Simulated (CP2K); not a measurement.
# A workflow on CH4BF2N (SMILES BC(N)(F)F)

We compute a structure relaxation (singlet CH4BF2N, PM3), then energy and forces (doublet CH4BF2N−, PM3), then a geometry optimisation (doublet CH4BF2N−, PM3), then energy and forces (singlet CH4BF2N, PM3) of CH4BF2N. 

The calculation is run with CP2K 2026.2.

2 further runs of the same task are left out: 2 set aside as unsound or not needed.

**1. The structure to begin with**

CH4BF2N has 9 atoms, charge 0, and is taken as a singlet. SMILES: `BC(N)(F)F`. The shape is that of a GFN2-xTB optimisation. This is one conformer, not always the lowest. The run starts from this shape.

Bond lengths: B1–C2 1.604 Å, C2–N3 1.398 Å, C2–F4 1.366 Å, C2–F5 1.434 Å, B1–H6 1.162 Å, B1–H7 1.162 Å, N3–H8 1.008 Å, N3–H9 1.013 Å. Some angles: B1–C2–N3 116.8°, B1–C2–F4 114.4°, B1–C2–F5 103.5°, N3–C2–F4 107.7°, N3–C2–F5 111.6°, F4–C2–F5 101.7°, C2–B1–H6 117.7°, C2–B1–H7 118.9°, C2–N3–H8 113.4°, C2–N3–H9 112.9°.

**2. A geometry optimisation at PM3 (run 1)**

Input file molecule.inp:

```
&GLOBAL
 PROJECT molecule
 RUN_TYPE GEO_OPT
 PRINT_LEVEL LOW
&END GLOBAL

&FORCE_EVAL
 METHOD QS
 &DFT
  # Quickstep
  &QS
   METHOD PM3
   EPS_DEFAULT 1.0E-10
   &SE
    &COULOMB
     CUTOFF [angstrom] 50
     RC_RANGE [angstrom] 0
    &END COULOMB
    &EXCHANGE
     CUTOFF [angstrom] 50
     RC_RANGE [angstrom] 0
    &END EXCHANGE
   &END SE
  &END QS
  # no periodic images
  &POISSON
   PERIODIC NONE
   POISSON_SOLVER ANALYTIC
  &END POISSON
  &SCF
   SCF_GUESS ATOMIC
   EPS_SCF 1.0E-06
   MAX_SCF 80
   ADDED_MOS 8
   &DIAGONALIZATION
    ALGORITHM STANDARD
   &END DIAGONALIZATION
   &MIXING
    METHOD DIRECT_P_MIXING
    ALPHA 0.4
   &END MIXING
  &END SCF
  # extra output
  &PRINT
   &MOMENTS
    PERIODIC F
    REFERENCE COM
    MAX_MOMENT 1
   &END MOMENTS
   &MULLIKEN OFF
   &END MULLIKEN
   &HIRSHFELD OFF
   &END HIRSHFELD
  &END PRINT
 &END DFT
 &SUBSYS
  # vacuum box
  &CELL
   ABC 12.7 13.3 13.4
   PERIODIC NONE
  &END CELL
  &COORD
   B     -0.633910     0.981860    -0.710720
   C      0.342510    -0.175400    -0.182500
   N     -0.152550    -1.003990     0.829310
   F      0.850750    -0.976570    -1.164640
   F      1.510040     0.538960     0.243800
   H     -1.233300     1.586780     0.080510
   H     -0.650610     1.227930    -1.845960
   H     -0.559850    -0.496590     1.599100
   H      0.526920    -1.682980     1.151090
  &END COORD
  &TOPOLOGY
   &CENTER_COORDINATES
   &END CENTER_COORDINATES
  &END TOPOLOGY
 &END SUBSYS
&END FORCE_EVAL

&MOTION
 &GEO_OPT
  OPTIMIZER BFGS
  MAX_ITER 100
  MAX_FORCE 4.5E-04
  RMS_FORCE 3.0E-04
 &END GEO_OPT
 &PRINT
  &TRAJECTORY
   &EACH
    GEO_OPT 1
   &END EACH
  &END TRAJECTORY
  &FORCES ON
   &EACH
    GEO_OPT 1
   &END EACH
  &END FORCES
  &RESTART OFF
  &END RESTART
  &RESTART_HISTORY OFF
  &END RESTART_HISTORY
 &END PRINT
&END MOTION
```

Run with:

```bash
$ OMP_NUM_THREADS=1 cp2k.psmp -i molecule.inp -o molecule.out
```

The log of the run:

```text
CP2K| version string:                                       CP2K version 2026.2
[...]
 GLOBAL| Method name                                                        CP2K
[...]
 GLOBAL| Run type                                                        GEO_OPT
[...]
                             - Atoms:                                          9
[...]
                             - Spherical basis functions:                     24
[...]
 Number of electrons:                                                         30
[...]
     1 P_Mix/Diag. 0.40E+00    0.0     0.73750933       -41.5607991452 -4.16E+01
[...]
  *** SCF run converged in    18 steps ***
[...]
 ENERGY| Total FORCE_EVAL ( QS ) energy [hartree]            -47.071073972336876
[...]
 OPT| Step number                                                              0
[...]
 OPT| Total energy [hartree]                                      -47.0710739723
[...]
 OPT| Step number                                                             31
[...]
 OPT| Total energy [hartree]                                      -47.0815773188
[...]
 OPT| Step number                                                             32
[...]
 OPT| Total energy [hartree]                                      -47.0815773881
[...]
 ***                    GEOMETRY OPTIMIZATION COMPLETED                      ***
[...]
     7 DIIS/Diag.  0.31E-06    0.0     0.00000082       -47.0815773881 -1.47E-11
  *** SCF run converged in     7 steps ***
  Core-core repulsion energy [eV]:                           2230.07963373110442
  Core Hamiltonian energy [eV]:                             -2144.98695215746602
  Two-electron integral energy [eV]:                        -2732.49511290638929
  Electronic energy [eV]:                                   -3511.23450861066021
  Total energy [eV]:                                        -1281.15487487955579
  Atomic reference energy [eV]:                              1277.15201180486156
  Heat of formation [kcal/mol]:                               -92.30822271209186
[...]
 SE_DIPOLE| Moment [Debye]          1.26430864      -0.85450832      -1.04935266
 SE_DIPOLE| Derivative [a.u.]       0.00000000       0.00000000       0.00000000
 ENERGY| Total FORCE_EVAL ( QS ) energy [hartree]            -47.081577388092853
[...]
```

Wall time 0.74 s (1 thread of Arm Neoverse V2, shared host).

The path in brief:

| step | energy from the first frame kept (eV) | largest force (eV/Å) |
| --- | --- | --- |
| 1 | 0.0000 | 1.8173 |
| 3 | -0.0547 | 0.2437 |
| 5 | -0.0617 | 0.1714 |
| 7 | -0.0643 | 0.0508 |
| 9 | -0.0657 | 0.0834 |
| 11 | -0.0668 | 0.0555 |
| 13 | -0.0687 | 0.1247 |
| 15 | -0.0724 | 0.0996 |
| 17 | -0.0744 | 0.1414 |
| 19 | -0.0753 | 0.0485 |
| 21 | -0.0758 | 0.0405 |
| 23 | -0.0765 | 0.0405 |
| 25 | -0.0768 | 0.0260 |
| 27 | -0.0771 | 0.0352 |
| 29 | -0.0772 | 0.0143 |
| 31 | -0.0773 | 0.0069 |
| 33 | -0.0773 | 0.0023 |

After the run. Bond lengths: B1–C2 1.618 Å, C2–N3 1.478 Å, C2–F4 1.355 Å, C2–F5 1.363 Å, B1–H6 1.183 Å, B1–H7 1.182 Å, N3–H8 0.998 Å, N3–H9 0.999 Å. Some angles: B1–C2–N3 107.8°, B1–C2–F4 113.9°, B1–C2–F5 113.3°, N3–C2–F4 107.8°, N3–C2–F5 111.4°, F4–C2–F5 102.5°, C2–B1–H6 120.5°, C2–B1–H7 121.5°, C2–N3–H8 109.5°, C2–N3–H9 112.6°.

**3. The doublet anion: energy and gradient at PM3 (run 2)**

Input file mol.inp:

```
&GLOBAL
  PROJECT mol
  RUN_TYPE ENERGY_FORCE
  PRINT_LEVEL MEDIUM
&END GLOBAL

&FORCE_EVAL
  METHOD QUICKSTEP
  &DFT
    CHARGE -1
    MULTIPLICITY 2
    SPIN_POLARIZED T
    &QS
      METHOD PM3
      EPS_DEFAULT 1.0E-10
      &SE
        &COULOMB
          CUTOFF [angstrom] 50
          RC_RANGE [angstrom] 0
        &END COULOMB
        &EXCHANGE
          CUTOFF [angstrom] 50
          RC_RANGE [angstrom] 0
        &END EXCHANGE
      &END SE
    &END QS
    &POISSON
      PERIODIC NONE
      POISSON_SOLVER ANALYTIC
    &END POISSON
    &SCF
      SCF_GUESS ATOMIC
      EPS_SCF 1.0E-06
      MAX_SCF 30
      &OT ON
        MINIMIZER DIIS
        PRECONDITIONER FULL_ALL
      &END OT
      &OUTER_SCF
        EPS_SCF 1.0E-06
        MAX_SCF 8
      &END OUTER_SCF
    &END SCF
    &PRINT
      &MOMENTS
        PERIODIC F
        REFERENCE COM
        MAX_MOMENT 1
      &END MOMENTS
      &MO_CUBES
        NLUMO 3
        NHOMO -1
        WRITE_CUBE F
      &END MO_CUBES
      &HIRSHFELD OFF
      &END HIRSHFELD
    &END PRINT
  &END DFT
  &SUBSYS
    &CELL
      ABC [angstrom] 12.6 13.6 13.4
      PERIODIC NONE
    &END CELL
    &COORD
      B      5.585347     7.670069     6.124935
      C      6.682884     6.608084     6.660095
      N      5.999365     5.682078     7.588101
      F      7.253452     5.866603     5.679326
      F      7.761612     7.197371     7.249081
      H      5.181742     8.526277     6.834777
      H      5.174700     7.627825     5.017001
      H      5.684745     6.185441     8.390169
      H      6.580850     4.919127     7.867388
    &END COORD
    &TOPOLOGY
      &CENTER_COORDINATES
      &END CENTER_COORDINATES
    &END TOPOLOGY
  &END SUBSYS
  &PRINT
    &FORCES ON
    &END FORCES
  &END PRINT
&END FORCE_EVAL
```

Run with:

```bash
$ OMP_NUM_THREADS=1 cp2k.psmp -i mol.inp -o mol.out
```

The log of the run:

```text
CP2K| version string:                                       CP2K version 2026.2
[...]
 GLOBAL| Method name                                                        CP2K
[...]
 GLOBAL| Run type                                                   ENERGY_FORCE
[...]
                             - Atoms:                                          9
[...]
                             - Spherical basis functions:                     24
[...]
 Number of electrons:                                                         16
[...]
     1 OT DIIS     0.15E+00    0.0     0.14870760       -43.0076212786 -4.30E+01
[...]
    19 OT DIIS     0.15E+00    0.0     0.00000088       -47.0917863791 -4.36E-10
  *** SCF run converged in    19 steps ***
  Core-core repulsion energy [eV]:                           2230.07957002805097
  Core Hamiltonian energy [eV]:                             -2173.67505839503974
  Two-electron integral energy [eV]:                        -2675.67437456865537
  Electronic energy [eV]:                                   -3511.51224567936697
  Total energy [eV]:                                        -1281.43267565131646
  Atomic reference energy [eV]:                              1277.15201180486156
  Heat of formation [kcal/mol]:                               -98.71446120458344
[...]
 SE_DIPOLE| Moment [Debye]         -3.77270491       3.53799664      -3.11292621
 SE_DIPOLE| Derivative [a.u.]       0.00000000       0.00000000       0.00000000
[...]
 ENERGY| Total FORCE_EVAL ( QS ) energy [hartree]            -47.091786379217126
 FORCES| Atomic forces [hartree/bohr]
 FORCES|   Atom     x               y               z               |f|
 FORCES|      1  1.18753060E-02 -1.08907110E-02  7.35555072E-03   1.77125549E-02
 FORCES|      2 -2.95230687E-02  1.81153668E-02 -1.30160046E-02   3.70026280E-02
 FORCES|      3  3.66848462E-03 -3.63649764E-03  4.47709202E-04   5.18481803E-03
 FORCES|      4  6.46964061E-03 -6.06079935E-03 -1.80938989E-03   9.04784119E-03
 FORCES|      5  1.00299136E-02 -2.33988639E-03  6.13263086E-03   1.19868009E-02
 FORCES|      6 -2.15238946E-03  3.68923028E-03  8.87150318E-04   4.36236588E-03
 FORCES|      7 -1.97255073E-03  1.55224612E-03 -2.94274704E-03   3.86783978E-03
 FORCES|      8 -6.45249648E-04 -4.32993542E-05 -1.18800726E-03   1.35262086E-03
 FORCES|      9  2.24991375E-03 -3.85649505E-04  4.13310774E-03   4.72159051E-03
 FORCES| Sum    -6.93889390E-16  1.79717352E-15 -1.47104551E-15
 FORCES| Total atomic force                                       2.42389976E-15
[...]
```

It took 0.8 s on 1 thread of Arm Neoverse V2, shared host.

**4. The doublet anion: a geometry optimisation at PM3 (run 3)**

Input file job.inp:

```
&FORCE_EVAL
    METHOD Quickstep
    &DFT
        CHARGE -1
        MULTIPLICITY 2
        UKS T
        &QS
            METHOD PM3
            EPS_DEFAULT 1.0E-10
            &SE
                &COULOMB
                    CUTOFF [angstrom] 50
                    RC_RANGE [angstrom] 0
                &END COULOMB
                &EXCHANGE
                    CUTOFF [angstrom] 50
                    RC_RANGE [angstrom] 0
                &END EXCHANGE
            &END SE
        &END QS
        &POISSON
            PERIODIC NONE
            POISSON_SOLVER ANALYTIC
        &END POISSON
        &SCF
            SCF_GUESS ATOMIC
            EPS_SCF 1.0E-06
            MAX_SCF 30
            &OT
                MINIMIZER DIIS
                PRECONDITIONER FULL_ALL
            &END OT
            &OUTER_SCF
                EPS_SCF 1.0E-06
                MAX_SCF 8
            &END OUTER_SCF
        &END SCF
        &PRINT
            &MOMENTS
                PERIODIC F
                REFERENCE COM
                MAX_MOMENT 1
            &END MOMENTS
            &MULLIKEN OFF
            &END MULLIKEN
            &HIRSHFELD OFF
            &END HIRSHFELD
        &END PRINT
    &END DFT
    &SUBSYS
        &CELL
            ABC 12.6 13.6 13.4
            PERIODIC NONE
        &END CELL
        &COORD
            B      5.585347     7.670069     6.124935
            C      6.682884     6.608084     6.660095
            N      5.999365     5.682078     7.588101
            F      7.253452     5.866603     5.679326
            F      7.761612     7.197371     7.249081
            H      5.181742     8.526277     6.834777
            H      5.174700     7.627825     5.017001
            H      5.684745     6.185441     8.390169
            H      6.580850     4.919127     7.867388
        &END COORD
        &TOPOLOGY
            &CENTER_COORDINATES
            &END CENTER_COORDINATES
        &END TOPOLOGY
    &END SUBSYS
&END FORCE_EVAL
&MOTION
    &GEO_OPT
        OPTIMIZER BFGS
        MAX_ITER 100
        MAX_FORCE 4.5E-04
        RMS_FORCE 3.0E-04
    &END GEO_OPT
    &PRINT
        &TRAJECTORY
            &EACH
                GEO_OPT 1
            &END EACH
        &END TRAJECTORY
        &FORCES ON
            &EACH
                GEO_OPT 1
            &END EACH
        &END FORCES
        &RESTART OFF
        &END RESTART
        &RESTART_HISTORY OFF
        &END RESTART_HISTORY
    &END PRINT
&END MOTION
&GLOBAL
    PROJECT_NAME job
    RUN_TYPE GEO_OPT
    PRINT_LEVEL LOW
&END GLOBAL
```

Run with:

```bash
$ OMP_NUM_THREADS=1 cp2k.psmp job.inp > job.out
```

The log of the run:

```text
CP2K| version string:                                       CP2K version 2026.2
[...]
 GLOBAL| Method name                                                        CP2K
[...]
 GLOBAL| Run type                                                        GEO_OPT
[...]
                             - Atoms:                                          9
[...]
                             - Spherical basis functions:                     24
[...]
 Number of electrons:                                                         16
[...]
     1 OT DIIS     0.15E+00    0.0     0.14870760       -43.0076212786 -4.30E+01
[...]
  *** SCF run converged in    19 steps ***
[...]
 ENERGY| Total FORCE_EVAL ( QS ) energy [hartree]            -47.091786379217126
[...]
 OPT| Step number                                                              0
[...]
 OPT| Total energy [hartree]                                      -47.0917863792
[...]
 OPT| Step number                                                             96
[...]
 OPT| Total energy [hartree]                                      -47.0983213138
[...]
 OPT| Step number                                                             97
[...]
 OPT| Total energy [hartree]                                      -47.0983213583
[...]
 ***                    GEOMETRY OPTIMIZATION COMPLETED                      ***
[...]
     7 OT DIIS     0.15E+00    0.0     0.00000065       -47.0983213592 -4.33E-10
  *** SCF run converged in     7 steps ***
  Core-core repulsion energy [eV]:                           2231.37146480146612
  Core Hamiltonian energy [eV]:                             -2174.31267698529791
  Two-electron integral energy [eV]:                        -2677.33857863901267
  Electronic energy [eV]:                                   -3512.98196630480425
  Total energy [eV]:                                        -1281.61050150333813
  Atomic reference energy [eV]:                              1277.15201180486156
  Heat of formation [kcal/mol]:                              -102.81522309577763
[...]
 SE_DIPOLE| Moment [Debye]         -1.45026042       3.73464456      -0.66532186
 SE_DIPOLE| Derivative [a.u.]       0.00000000       0.00000000       0.00000000
 ENERGY| Total FORCE_EVAL ( QS ) energy [hartree]            -47.098321359152322
[...]
```

Run time: 19 s. Hardware: 1 thread of Arm Neoverse V2, shared host.

The path in brief:

| step | energy from the first frame kept (eV) | largest force (eV/Å) |
| --- | --- | --- |
| 1 | 0.0000 | 0.5579 |
| 5 | -0.0493 | 0.4209 |
| 9 | -0.0832 | 0.2184 |
| 13 | -0.0939 | 0.2810 |
| 17 | -0.0987 | 0.0895 |
| 21 | -0.0995 | 0.0252 |
| 25 | -0.0999 | 0.0356 |
| 29 | -0.1000 | 0.0072 |
| 33 | -0.1002 | 0.0235 |
| 37 | -0.0348 | 1.5660 |
| 41 | -0.1016 | 0.0466 |
| 45 | -0.1023 | 0.0371 |
| 49 | -0.1041 | 0.1488 |
| 53 | -0.1072 | 0.2284 |
| 57 | -0.1122 | 0.2491 |
| 61 | -0.1204 | 0.1334 |
| 65 | -0.1261 | 0.2152 |
| 69 | -0.1292 | 0.2448 |
| 73 | -0.1311 | 0.0381 |
| 77 | -0.1316 | 0.0358 |
| 81 | -0.1339 | 0.0498 |
| 85 | -0.1353 | 0.0858 |
| 89 | -0.1366 | 0.0462 |
| 93 | -0.1370 | 0.0167 |
| 97 | -0.1371 | 0.0042 |
| 98 | -0.1371 | 0.0042 |

After the run. Bond lengths: B1–C2 1.573 Å, C2–N3 1.499 Å, C2–F4 1.365 Å, C2–F5 1.365 Å, B1–H6 1.187 Å, B1–H7 1.187 Å, N3–H8 1.001 Å, N3–H9 1.001 Å. Some angles: B1–C2–N3 110.7°, B1–C2–F4 116.2°, B1–C2–F5 116.2°, N3–C2–F4 105.5°, N3–C2–F5 105.4°, F4–C2–F5 101.6°, C2–B1–H6 124.2°, C2–B1–H7 124.1°, C2–N3–H8 107.4°, C2–N3–H9 107.4°.

**5. Energy and gradient at PM3 (run 4)**

Input file gas.inp:

```
&GLOBAL
 PROJECT gas
 RUN_TYPE ENERGY_FORCE
 PRINT_LEVEL MEDIUM
&END GLOBAL
&FORCE_EVAL
 METHOD QUICKSTEP
 &DFT
  &QS
   METHOD PM3
   EPS_DEFAULT 1.0E-10
   &SE
    &COULOMB
     CUTOFF [angstrom] 50
     RC_RANGE [angstrom] 0
    &END COULOMB
    &EXCHANGE
     CUTOFF [angstrom] 50
     RC_RANGE [angstrom] 0
    &END EXCHANGE
   &END SE
  &END QS
  &POISSON
   PERIODIC NONE
   POISSON_SOLVER ANALYTIC
  &END POISSON
  &SCF
   SCF_GUESS ATOMIC
   EPS_SCF 1.0E-06
   MAX_SCF 80
   ADDED_MOS 8
   &DIAGONALIZATION
    ALGORITHM STANDARD
   &END DIAGONALIZATION
   &MIXING
    METHOD DIRECT_P_MIXING
    ALPHA 0.4
   &END MIXING
  &END SCF
  &PRINT
   &MOMENTS
    PERIODIC F
    REFERENCE COM
    MAX_MOMENT 1
   &END MOMENTS
   &MO ON
    ENERGIES T
    OCCUPATION_NUMBERS T
    NDIGITS 6
    &EACH
     QS_SCF 0
    &END EACH
    ADD_LAST NUMERIC
   &END MO
   &HIRSHFELD OFF
   &END HIRSHFELD
  &END PRINT
 &END DFT
 &SUBSYS
  &CELL
   ABC 13.2 13.5 13.1
   PERIODIC NONE
  &END CELL
  &COORD
   B      5.632188     7.884842     6.600142
   C      6.480639     6.568365     6.453777
   N      6.098044     5.570421     7.505443
   F      6.366573     5.906388     5.265526
   F      7.834174     6.707851     6.560408
   H      5.997308     8.851457     7.183595
   H      4.624496     8.095622     6.010099
   H      5.119332     5.388830     7.404166
   H      6.238352     6.005134     8.395621
  &END COORD
  &TOPOLOGY
   &CENTER_COORDINATES
   &END CENTER_COORDINATES
  &END TOPOLOGY
 &END SUBSYS
 &PRINT
  &FORCES ON
  &END FORCES
 &END PRINT
&END FORCE_EVAL
```

Run with:

```bash
$ OMP_NUM_THREADS=1 cp2k.psmp -i gas.inp > gas.out 2>&1
```

The log of the run:

```text
CP2K| version string:                                       CP2K version 2026.2
[...]
 GLOBAL| Method name                                                        CP2K
[...]
 GLOBAL| Run type                                                   ENERGY_FORCE
[...]
                             - Atoms:                                          9
[...]
                             - Spherical basis functions:                     24
[...]
 Number of electrons:                                                         30
[...]
     1 P_Mix/Diag. 0.40E+00    0.0     0.88813844       -41.5675799461 -4.16E+01
[...]
    18 DIIS/Diag.  0.22E-06    0.0     0.00000092       -47.0715611493 -5.46E-12
  *** SCF run converged in    18 steps ***
  Core-core repulsion energy [eV]:                           2231.37138950197004
  Core Hamiltonian energy [eV]:                             -2142.20652712407355
  Two-electron integral energy [eV]:                        -2740.09436307559372
  Electronic energy [eV]:                                   -3512.25370866187041
  Total energy [eV]:                                        -1280.88231915990013
  Atomic reference energy [eV]:                              1277.15201180486156
  Heat of formation [kcal/mol]:                               -86.02293800413496
[...]
 SE_DIPOLE| Moment [Debye]          2.64563177      -2.06956282      -1.71459051
 SE_DIPOLE| Derivative [a.u.]       0.00000000       0.00000000       0.00000000
 ENERGY| Total FORCE_EVAL ( QS ) energy [hartree]            -47.071561149261363
 FORCES| Atomic forces [hartree/bohr]
 FORCES|   Atom     x               y               z               |f|
 FORCES|      1 -5.03266369E-03  2.22750284E-02 -8.32335262E-03   2.43060238E-02
 FORCES|      2  1.92081427E-02 -3.21606146E-02 -1.92002161E-03   3.75092570E-02
 FORCES|      3 -6.51515286E-03  1.21767792E-02 -1.72323106E-04   1.38112585E-02
 FORCES|      4 -3.12988038E-03  8.68259832E-03  5.98877420E-03   1.10022307E-02
 FORCES|      5 -9.65164154E-03  5.02428638E-03  1.47245165E-04   1.08820641E-02
 FORCES|      6 -4.44904701E-04 -4.25738099E-03  1.43762615E-03   4.51552899E-03
 FORCES|      7  1.06741577E-03 -3.38825154E-03  2.71943053E-03   4.47380457E-03
 FORCES|      8  1.65711674E-03 -4.50264509E-03 -4.68630345E-04   4.82073263E-03
 FORCES|      9  2.84156794E-03 -3.84980007E-03  5.91251637E-04   4.82131179E-03
 FORCES| Sum    -8.32667268E-17  5.03069808E-16  7.35522754E-16
 FORCES| Total atomic force                                       8.94989554E-16
[...]
```

It took 0.24 s on 1 thread of Arm Neoverse V2, shared host.

**6. Results**

| quantity | value |
| --- | --- |
| run 1, PM3: total energy at the end | -47.08158 Eh |
| run 1, PM3: dipole moment | 1.85 D |
| run 1, PM3: heat of formation | -92.3 kcal/mol |
| doublet anion, run 2: total energy | -47.09179 Eh |
| doublet anion, run 2: heat of formation at this unrelaxed shape | -98.7 kcal/mol |
| doublet anion, run 2: largest force on an atom | 1.903 eV/Å |
| doublet anion, run 3: total energy at the end | -47.09832 Eh |
| doublet anion, run 3: heat of formation | -102.8 kcal/mol |
| run 4, PM3: total energy | -47.07156 Eh |
| run 4, PM3: dipole moment | 3.77 D |
| run 4, PM3: HOMO energy | -10.32 eV |
| run 4, PM3: LUMO energy | -0.43 eV |
| run 4, PM3: HOMO–LUMO gap | 9.89 eV |
| run 4, PM3: heat of formation at this unrelaxed shape | -86.0 kcal/mol |
| run 4, PM3: largest force on an atom | 1.929 eV/Å |
| adiabatic electron affinity (to the doublet anion, no zero-point term) | 0.456 eV |

In words: The adiabatic electron affinity (to the doublet anion, no zero-point term) is 0.46 eV (10.5 kcal/mol). The largest force (run 4, PM3) is 1.93 eV/Å: the shape isn't a stationary point for this species at this level. The optimisation (run 1, PM3) took 32 steps. The optimisation (doublet anion, run 3) took 97 steps.
